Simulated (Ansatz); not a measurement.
# SnH2− (quartet): wave-function methods side by side, def2-SVPD

Aim: climb from Hartree-Fock through coupled cluster and multireference methods for SnH2− (quartet) at one geometry and basis, and see what each rung misses.

Method: def2-SVPD, core rule «outside noble gas», up to 9 orbitals frozen; program: Ansatz 0.2.0, Gaussian basis.

Plan: UHF; CCSD(T) on ROHF; CCSD(T) on UHF; BCCD(T) on ROHF; CISD; CCSDT(Q) on ROHF; CCSDT(Q) on UHF; CASSCF and MRCISD+Q, 7 electrons in 6 orbitals; CASSCF and NEVPT2, 7 electrons in 6 orbitals.

12 further runs of the same task are left out: 3 that didn't finish, 9 set aside as unsound or not needed.

## (1) What is computed

The geometry is a PBE0/def2-TZVPD stationary point (not a proven minimum) of the parent state, kept for this charge and spin. No spin-orbit coupling is included. Elements past krypton take def2 core potentials.

3 atoms, charge -1, spin multiplicity 4.

Atoms are counted from 1 here; the program's logs count them from 0.

Bond lengths: Sn1–H2 1.804 Å, Sn1–H3 1.804 Å. Angles: H2–Sn1–H3 91.1°.

Geometry (Å):

```
Sn    0.0000   -0.0211    0.0000
H     0.0000    1.2419   -1.2881
H     0.0000    1.2419    1.2881
```

## (2) UHF

The input, in.yaml:

```yaml
crystal:
  periodic: [false, false, false]
  atoms:
    - {symbol: Sn, position_ang: [0.000000, -0.021089, 0.000000]}
    - {symbol: H, position_ang: [0.000000, 1.241896, -1.288086]}
    - {symbol: H, position_ang: [0.000000, 1.241874, 1.288107]}
basis:
  gaussian: {orbitals: def2-SVPD}
total_charge: -1
magnetization: {spin_polarized: true, initial_magnetization: 3}
hamiltonian: {xc: hf}
output: {orbitals: {seedname: orbitals}}
```

The run is started by

```
ansatz run in.yaml --threads 1 --pin off --events-out ev --progress --plain --max-ram 2393MiB
```

The runs that follow: CCSD(T) on ROHF; CCSD(T) on UHF; BCCD(T) on ROHF; CISD; CCSDT(Q) on ROHF; CCSDT(Q) on UHF; CASSCF and MRCISD+Q, 7 electrons in 6 orbitals; CASSCF and NEVPT2, 7 electrons in 6 orbitals.

Before running them: what should the planned runs give, taken together? Wanted: UCCSDT(Q) below the RHF energy; RMP2 from UCCSDT(Q); UMP2 from UCCSDT(Q); RCCSD from UCCSDT(Q); RCCSD(T) from UCCSDT(Q); UCCSD(T) from UCCSDT(Q); RCCSDT(Q) from UCCSDT(Q); NEVPT2 valence from UCCSDT(Q); MRCISD+Q valence from UCCSDT(Q).

The runs gave:

| quantity | value |
| --- | --- |
| UCCSDT(Q) below the RHF energy | -2.9371 eV |
| RMP2 from UCCSDT(Q) | +786.3 meV |
| UMP2 from UCCSDT(Q) | +766.5 meV |
| RCCSD from UCCSDT(Q) | +138.6 meV |
| RCCSD(T) from UCCSDT(Q) | +49.8 meV |
| UCCSD(T) from UCCSDT(Q) | +31.0 meV |
| RCCSDT(Q) from UCCSDT(Q) | +19.1 meV |
| NEVPT2 valence from UCCSDT(Q) | +784.0 meV |
| MRCISD+Q valence from UCCSDT(Q) | +18.2 meV |
| levels within 1 kcal/mol (43 meV) | UCCSD(T), RCCSDT, UCCSDT, RCCSDT(Q), MRCISD+Q valence |
| T1 diagnostic | 0.032 |
| effectively unpaired electrons | 3.00 |

What this shows: RCCSD(T) misses by +49.8 meV, 1.7 % of the correlation energy. One determinant dominates. Of the multireference levels listed MRCISD+Q valence comes nearest in total energy (+18.2 meV), which doesn't show that its space is the better one. These misses are within one basis, not against nature; the frozen cores of restricted and unrestricted runs differ, which can shift their rows. The highest orbital lies above zero: the basis alone holds the extra electron.
